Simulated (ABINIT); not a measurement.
Runs of ABINIT 10.8.3 (patched build) on AlCl2. The structure is tetragonal, space group P4mm (No. 99). Conventional cell: a = 4.627 Å, b = 4.627 Å, c = 3.772 Å, α = 90.00°, β = 90.00°, γ = 90.00°. Al (site symmetry 4mm) is surrounded by 4 Cl at 2.39 Å. Cl (site symmetry 2mm) is surrounded by 2 Al at 2.39 Å. The cell was built by a generator and needn't be a form met in nature.

| task | level | potentials or basis | cell | k mesh | cutoff (eV) | bands in the sums | broadening (eV) | scissor shift (eV) | tensor components | electron-positron correlation | other keys | gap on the mesh (eV) | pressure (GPa) | largest force (eV/Å) |
| --- | --- | --- | --- | --- | --- | --- | --- | --- | --- | --- | --- | --- | --- | --- |
| single point | PBE | PseudoDojo NC SR PBE v0.4.1 standard | cell stretched | 4 × 4 × 5 | 789 | - | - | - | - | - | - | none | -1.2 | 0.27 |
| single point | PBEsol | PseudoDojo NC SR PBEsol v0.4.1 standard | as given | 4 × 4 × 5 | 789 | - | - | - | - | - | - | none | -1.5 | (c) |
| optical spectrum | PBEsol | PseudoDojo NC SR PBEsol v0.4.1 standard | as given | 8 × 8 × 8, shifted | 789 | 20 | 0.05 | 0 | [11, 33] | - | - | - | -1.4 | 0.25 |
| single point | PBE+D3 | PseudoDojo NC SR PBE v0.4.1 standard | as given | 4 × 4 × 5 | 599 | - | - | - | - | - | - | none | -1.0 | (a) |
| optical spectrum | PBE | PseudoDojo NC SR PBE v0.4.1 standard | volume scaled by 1.04 | 8 × 8 × 8, shifted | 789 | 20 | 0.2 | 0 | [11, 33] | - | several, not listed | - | -1.0 | (b) |
| positron lifetime | LDA | JTH PAW LDA v2.0 | as given | 4 × 4 × 5 | 680 | - | - | - | - | Boronski-Nieminen GGA | - | none | -2.7 | 0.28 |

Alike in all rows: no spin polarisation; smearing fermi-dirac 0.05 eV.

Question: Estimate the missing entries.

Answer: (a) 0.15; (b) 0.34; (c) 0.20.

Caveats: this functional lacks dispersion, which binds the layers, so the pressure and a relaxed spacing across them are unreliable (some runs); an odd number of electrons without spin polarisation forces a metal (some runs); a magnetic or distorted state may lie lower (some runs); the intraband (Drude) term is left out (some runs); spectra need much finer meshes, so this one isn't converged (some runs); independent-particle spectra lack excitons (some runs); the PAW basis is incomplete for the positron (some runs).

A gap of «none» marks a metal or a gap under the smearing width.
